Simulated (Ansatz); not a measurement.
# Ge₂H₂ (triplet): wave-function methods side by side at distance Ge1–H3 = 4.352 Å, cc-pVDZ

An exercise on one series of results from a longer session: the logs are not shown, and one member is left open.

Method: cc-pVDZ, core rule «outside noble gas», up to 28 orbitals frozen; program: Ansatz 0.2.0, Gaussian basis.

To be run: UHF; CCSD(T) on ROHF; BCCD(T) on ROHF; CISD; CCSDT(Q) on ROHF; CCSDT(Q) on UHF; CASSCF and MRCISD+Q, 4 electrons in 4 orbitals; CASSCF and NEVPT2, 4 electrons in 4 orbitals; CASSCF and MRCISD+Q, 10 electrons in 10 orbitals; CASSCF and NEVPT2, 10 electrons in 10 orbitals.

33 further runs of the same task are left out: 1 for a mislabelled method, 27 that didn't finish, 5 set aside as unsound or not needed.

**What is computed**

The geometry derives from a PBE0/def2-TZVP stationary point (not a proven minimum). One bond is set to the value named and the two fragments are kept rigid. No spin-orbit coupling is included. The filled d shell of Ge may be among the frozen orbitals whatever the setting's name suggests; the logs give the count.

4 atoms, charge 0, spin multiplicity 3.

Atoms are counted from 1 here; the program's logs count them from 0.

Bond lengths: Ge1–Ge2 2.407 Å, Ge2–H4 1.581 Å. Angles: Ge1–Ge2–H4 103.7°.

The first run:

Contents of in.yaml:

```yaml
crystal:
  periodic: [false, false, false]
  atoms:
    - {symbol: Ge, position_ang: [0.000000, -0.080656, 1.196280]}
    - {symbol: Ge, position_ang: [0.000000, 0.044322, -1.207138]}
    - {symbol: H, position_ang: [0.000000, 4.089113, 2.442445]}
    - {symbol: H, position_ang: [0.000000, -1.470606, -1.659885]}
basis:
  gaussian: {orbitals: cc-pVDZ}
magnetization: {spin_polarized: true, initial_magnetization: 2}
hamiltonian: {xc: hf}
output: {orbitals: {seedname: orbitals}}
```

On the command line:

```sh
$ ansatz run in.yaml --threads 1 --pin off --events-out ev --progress --plain --max-ram 2393MiB
```

Steps of the session up to this table: UHF; CCSD(T) on ROHF; BCCD(T) on ROHF; CISD; CCSDT(Q) on ROHF; CCSDT(Q) on UHF; CASSCF and MRCISD+Q, 4 electrons in 4 orbitals; CASSCF and NEVPT2, 4 electrons in 4 orbitals; CASSCF and MRCISD+Q, 10 electrons in 10 orbitals; CASSCF and NEVPT2, 10 electrons in 10 orbitals.

One of the session's tables, all rows but one given; the rest of the session is left out.

It belongs to the step «Misses and costs». 

| method | from RCCSDT(Q) (meV) |
| --- | --- |
| ROHF | +4958.4 |
| RMP2 | +1256.2 |
| CISD | +674.8 |
| RCCSD | +274.3 |
| RCCSD(T) | +74.9 |
| BCCD(T) | +73.7 |
| RCCSDT | +19.2 |
| RCCSDT(Q) | 0 |
| CASSCF valence | +3069.1 |
| NEVPT2 valence | +743.3 |
| MRCISD valence | ? |
| MRCISD+Q valence | -2.6 |

Estimate the missing values for MRCISD valence.

The run gave: from RCCSDT(Q) (meV): +209.6. In the column «from RCCSDT(Q) (meV)» it lies between RCCSD(T) (+74.9) and RCCSD (+274.3).

Not comparable, so not listed: CCSDT(Q) on UHF (they don't share determinant, frozen orbitals or solution with the rows shown, or repeat one).

Limits of these values: Left out of the table: CASSCF pair, NEVPT2 pair, MRCISD pair, MRCISD+Q pair (the active space lost an orbital or holds another state than full CI finds). Warnings in the runs' records: passed over end.
